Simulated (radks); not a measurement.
# Br³⁺ in [Ar] 3d10 4s1 4p2 5p1: an all-electron calculation

What are the levels of the bromine ion Br3+, how large are its shells, and how does its energy divide?

Method: scalar-relativistic Kohn-Sham, r2SCAN, spin-polarised, spherical densities, finite nucleus; open shells are filled with parallel spins first. Code: radks (a radial shooting solver on a logarithmic mesh, Libxc functionals) version 1.

**1. The atom as given**

* element: bromine (Z = 35)
* charge: +3
* electrons: 32
* configuration: [Ar] 3d10 4s1 4p2 5p1
* nuclear rms radius: 4.1629 fm

Outer shells as boxes (Hund's rule):

Br³⁺
```
[Ar] core
3d [↑↓][↑↓][↑↓][↑↓][↑↓]
4s [↑ ]
4p [↑ ][↑ ][  ]
5p [↑ ][  ][  ]
```

**2. Self-consistent calculation**

Input:

```text
Z 35
configuration [Ar] 3d10 4s1 4p2 5p1 5s0 4d0 4f0 6p0
relativity scalar-relativistic
functional r2scan,r2scan
spin polarised
nucleus finite rms 4.1629 fm
c 137.035999084
```

Run with:

```sh
> python run_ks.py task.json out
```

All runs below come from this command, one after another.

What does the calculation give?

As calculated:

```
                        quantity                   value
                    total energy     -2602.93318 hartree
exchange-correlation share of it                  3.50 %
                            −T/E                  1.0217
          highest occupied level       5p up, -18.433 eV
    most extended occupied level  5p up, <r> = 3.87 bohr
 radius at density 0.001 e/bohr³               4.61 bohr
    maxima of the radial density                       3
```

5 principal shells are occupied and 3 maxima appear in the radial density; where shells overlap, one shows as a shoulder or not at all. −T/E is 1.022: with relativity the kinetic term as defined here no longer equals −E. This is not the tabulated ground configuration, so its levels and sizes aren't those of the ground state, and no measured value stands beside it.
